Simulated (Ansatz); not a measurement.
**One shape, several levels: triplet CH7GaSi**

We compute a comparison of 6 runs (UHF/6-31G*, U-revPBE/6-31G*, U-wB97X/6-31G*, UB2PLYP/6-31G*, UPBE/6-31G*, UCCSD/6-31G*) of triplet CH7GaSi. 

The results are computed with Ansatz 0.2.0.

71 further runs of the same task are left out: 71 set aside as unsound or not needed.

## Step 1: The molecule

CH7GaSi: 10 atoms, total charge 0, spin state triplet. SMILES of the parent species: `[CH3][GaH][SiH3]`. The coordinates come from a PBE0-D4/def2-TZVP relaxation. That shape belongs to the parent species and isn't relaxed for this state.

Bond lengths: C1–Ga2 1.971 Å, Ga2–Si3 2.419 Å, C1–H4 1.090 Å, C1–H5 1.094 Å, C1–H6 1.093 Å, Ga2–H7 1.578 Å, Si3–H8 1.492 Å, Si3–H9 1.489 Å, Si3–H10 1.492 Å. Some angles: C1–Ga2–Si3 120.8°, C1–Ga2–H7 118.1°, Si3–Ga2–H7 121.0°, Ga2–C1–H4 113.1°, Ga2–C1–H5 109.2°, Ga2–C1–H6 110.1°, Ga2–Si3–H8 110.2°, Ga2–Si3–H9 114.2°, Ga2–Si3–H10 110.2°, H4–C1–H5 108.5°.

## Step 2: A single-point energy at UHF/6-31G(d) (spherical functions) (run 1)

File molecule.yaml:

```yaml
crystal:
  periodic: [false, false, false]
  atoms:
    - {symbol: C, position_ang: [-1.123300, 1.394100, -0.619200]}
    - {symbol: Ga, position_ang: [0.561500, 0.659300, 0.093300]}
    - {symbol: Si, position_ang: [0.786700, -1.705300, 0.550700]}
    - {symbol: H, position_ang: [-1.924300, 0.656600, -0.670400]}
    - {symbol: H, position_ang: [-0.947000, 1.785400, -1.626000]}
    - {symbol: H, position_ang: [-1.454200, 2.236500, -0.005700]}
    - {symbol: H, position_ang: [1.759600, 1.654600, 0.346000]}
    - {symbol: H, position_ang: [0.531000, -2.496200, -0.688800]}
    - {symbol: H, position_ang: [2.125000, -2.100900, 1.069700]}
    - {symbol: H, position_ang: [-0.231700, -2.135100, 1.553300]}
basis:
  gaussian:
    orbitals: 6-31G_st_-spherical.json
magnetization:
  spin_polarized: true
  initial_magnetization: 2
hamiltonian:
  xc: hf
accuracy: high
output: {orbitals: {seedname: orbitals}}
```

The basis set 6-31G* is read from a file made from the Basis Set Exchange's data (not shown).

On the command line:

```sh
ansatz run molecule.yaml --threads 1 --pin off --max-ram 3480MiB --events-out events.jsonl --progress --plain --runs-dir runs
```

The log of the run:

```text
Warning: RAYON_NUM_THREADS=1 ignored (pool sized by the plan → 1); use --threads N
Functional definition: HF
  name "HF"
  exchange = exact_x
  correlation = 0
1761 factors; integrals over basis functions are off by at most 7.4e-9 eV
mean field evaluation 1: about -61322.9637 eV, gradient 1.6e1 eV
mean field evaluation 2: about -61323.0628 eV, gradient 1.6e1 eV
mean field evaluation 4: about -61325.1638 eV, gradient 2.5e0 eV
mean field evaluation 8: about -61325.2807 eV, gradient 3.1e-1 eV
mean field evaluation 16: about -61325.2858 eV, gradient 3.7e-7 eV
mean field evaluation 32: about -61324.8038 eV, gradient 1.6e0 eV
mean field evaluation 64: about -61324.2646 eV, gradient 8.7e-1 eV
mean field -61325.28576145 eV, -2253.6626839618 hartree, gradient 1.8e-8 eV, S^2 2.007618; 0 other end points of the search recorded, 0 dependent functions left out
reference -61325.28576145 eV, -2253.6626839618 hartree; 30, 28 occupied and 48, 50 virtual orbitals, 1761 factors
Total energy: -61325.28576145 eV, -2253.6626839618 hartree
```

Wall time 6.3 s (1 thread of Arm Neoverse V1, shared host); peak memory 0.29 GiB.

## Step 3: The energy at U-revPBE/6-31G(d) (spherical functions) (run 2)

File input.yaml:

```yaml
crystal:
  periodic: [false, false, false]
  atoms:
    - {symbol: C, position_ang: [-1.123300, 1.394100, -0.619200]}
    - {symbol: Ga, position_ang: [0.561500, 0.659300, 0.093300]}
    - {symbol: Si, position_ang: [0.786700, -1.705300, 0.550700]}
    - {symbol: H, position_ang: [-1.924300, 0.656600, -0.670400]}
    - {symbol: H, position_ang: [-0.947000, 1.785400, -1.626000]}
    - {symbol: H, position_ang: [-1.454200, 2.236500, -0.005700]}
    - {symbol: H, position_ang: [1.759600, 1.654600, 0.346000]}
    - {symbol: H, position_ang: [0.531000, -2.496200, -0.688800]}
    - {symbol: H, position_ang: [2.125000, -2.100900, 1.069700]}
    - {symbol: H, position_ang: [-0.231700, -2.135100, 1.553300]}
basis:
  gaussian:
    orbitals: 6-31G_st_-spherical.json
magnetization:
  spin_polarized: true
  initial_magnetization: 2
hamiltonian:
  xc: {name: revPBE}
accuracy: high
output: {orbitals: {seedname: orbitals}}
```

The basis set 6-31G* is read from a file made from the Basis Set Exchange's data (not shown).

On the command line:

```sh
ansatz run input.yaml --threads 1 --pin off --max-ram 3480MiB --events-out events.jsonl --progress --plain --runs-dir runs
```

The log of the run:

```text
Warning: RAYON_NUM_THREADS=1 ignored (pool sized by the plan → 1); use --threads N
Functional definition: revPBE
  name "revPBE"
  parameter kappa = 1.245
  parameter beta = 0.06672455060314922
  exchange = pbe_x(kappa = kappa, mu = beta*pi^2/3)
  correlation = pbe_c(beta = beta)
1761 factors; integrals over basis functions are off by at most 7.4e-9 eV
mean field evaluation 1: about -61381.8872 eV, gradient 4.0e1 eV
mean field evaluation 2: about -61362.3516 eV, gradient 6.5e1 eV
mean field evaluation 4: about -61387.0139 eV, gradient 1.5e1 eV
mean field evaluation 8: about -61388.9808 eV, gradient 2.3e-1 eV
mean field evaluation 16: about -61388.9686 eV, gradient 9.6e-5 eV
mean field evaluation 32: about -61388.7792 eV, gradient 1.3e0 eV
mean field -61388.96864397 eV, -2256.0029867284 hartree, gradient 6.9e-8 eV, S^2 2.002871; 5 other end points of the search recorded, 0 dependent functions left out
reference -61388.96865103 eV, -2256.0029869879 hartree; 30, 28 occupied and 48, 50 virtual orbitals, 1761 factors
Total energy: -61388.96865103 eV, -2256.0029869879 hartree
```

It took 17 s on 1 thread of Arm Neoverse V1, shared host; peak memory 0.28 GiB.

Runs 3 to 4 aren't shown in full; the table further down has their settings and results.

## Step 4: The energy at UPBE/6-31G(d) (spherical functions) (run 5)

molecule.yaml, as its differences from that of step 2:

```diff
@@ -14,10 +14,6 @@
 basis:
-  gaussian:
-    orbitals: 6-31G_st_-spherical.json
-magnetization:
-  spin_polarized: true
-  initial_magnetization: 2
-hamiltonian:
-  xc: hf
+  gaussian: {orbitals: 6-31G_st_-spherical.json}
+output: {orbitals: {seedname: orbitals}}
+hamiltonian: {xc: pbe}
+magnetization: {spin_polarized: true, initial_magnetization: 2}
 accuracy: high
-output: {orbitals: {seedname: orbitals}}
```

The basis set 6-31G* is read from a file made from the Basis Set Exchange's data (not shown).

On the command line:

```sh
ansatz run molecule.yaml --threads 1 --pin off --max-ram 3480MiB --events-out events.jsonl --progress --plain --runs-dir runs
```

The log of the run:

```text
Warning: RAYON_NUM_THREADS=1 ignored (pool sized by the plan → 1); use --threads N
Functional definition: PBE
  name "PBE"
  parameter kappa = 0.804
[... 3 set-up lines as earlier in the session ...]
1761 factors; integrals over basis functions are off by at most 7.4e-9 eV
mean field evaluation 1: about -61373.2835 eV, gradient 4.1e1 eV
mean field evaluation 2: about -61352.6100 eV, gradient 6.7e1 eV
mean field evaluation 4: about -61378.4165 eV, gradient 1.6e1 eV
mean field evaluation 8: about -61380.7640 eV, gradient 4.2e-1 eV
mean field evaluation 16: about -61380.7528 eV, gradient 3.9e-4 eV
mean field evaluation 32: about -61380.5609 eV, gradient 1.3e0 eV
mean field -61380.75282174 eV, -2255.7010608303 hartree, gradient 8.5e-8 eV, S^2 2.002272; 5 other end points of the search recorded, 0 dependent functions left out
reference -61380.75282741 eV, -2255.7010610386 hartree; 30, 28 occupied and 48, 50 virtual orbitals, 1761 factors
Total energy: -61380.75282741 eV, -2255.7010610386 hartree
```

Wall time 16 s (1 thread of Arm Neoverse V1, shared host); peak memory 0.28 GiB.

## Step 5: The energy at UCCSD/6-31G(d) (spherical functions) (run 6)

molecule.yaml, as its differences from that of step 4:

```diff
@@ -14,6 +14,12 @@
 basis:
-  gaussian: {orbitals: 6-31G_st_-spherical.json}
-output: {orbitals: {seedname: orbitals}}
-hamiltonian: {xc: pbe}
-magnetization: {spin_polarized: true, initial_magnetization: 2}
+  gaussian:
+    orbitals: 6-31G_st_-spherical.json
+correlation:
+  method: ccsd
+  frozen_orbitals: {C: 1, Ga: 9, H: 0, Si: 5}
+scf:
+  omitted_lower_state_checks: [cluster_reference, increment]
 accuracy: high
+magnetization:
+  spin_polarized: true
+  initial_magnetization: 2
```

The basis set 6-31G* is read from a file made from the Basis Set Exchange's data (not shown).

On the command line:

```sh
ansatz run molecule.yaml --threads 1 --pin off --max-ram 3480MiB --events-out events.jsonl --progress --plain --runs-dir runs
```

The log of the run:

```text
Warning: RAYON_NUM_THREADS=1 ignored (pool sized by the plan → 1); use --threads N
[... 13 lines left out ...]
15 core orbitals not correlated: weight in the atoms' cores, before any rotation towards them, 1.000 or more for the frozen orbitals, at most 0.000 for the correlated occupied ones
[... 29 lines left out ...]
Total energy: -61338.26740435 eV, -2254.1397505391 hartree
Checks for a lower state left out: cluster_reference, increment
```

Run time: 40 s. Hardware: 1 thread of Arm Neoverse V1, shared host; peak memory 0.6 GiB.

## Step 6: The series

```csv
run,level,frozen core orbitals,energy (Eh),HOMO energy (eV),⟨S²⟩,wall time
1,UHF/6-31G* (spherical functions),–,-2253.662684,-5.61,2.008,6.3 s
2,U-revPBE/6-31G* (spherical functions),–,-2256.002987,-2.87,2.003,17 s
3,U-wB97X/6-31G* (spherical functions),–,-2256.229312,-5.43,2.004,89 s
4,UB2PLYP/6-31G* (spherical functions),15,-2255.635732,-4.25,2.005,25 s
5,UPBE/6-31G* (spherical functions),–,-2255.701061,-2.88,2.002,16 s
6,UCCSD/6-31G* (spherical functions),15,-2254.139751,–,2.008,40 s
```

## Step 7: Summary of results

| quantity | value |
| --- | --- |
| run 6: total energy | -2254.13975 Eh |
| run 6: correlation energy (15 core orbitals frozen) | -477.1 mEh |
| run 6: ⟨S²⟩ of the reference determinant | 2.008 |
| run 6: T1 diagnostic | 0.019 |

What this shows: Totals of different functionals can't be ranked against each other. All runs together took 3.2 min, the longest 89 s.
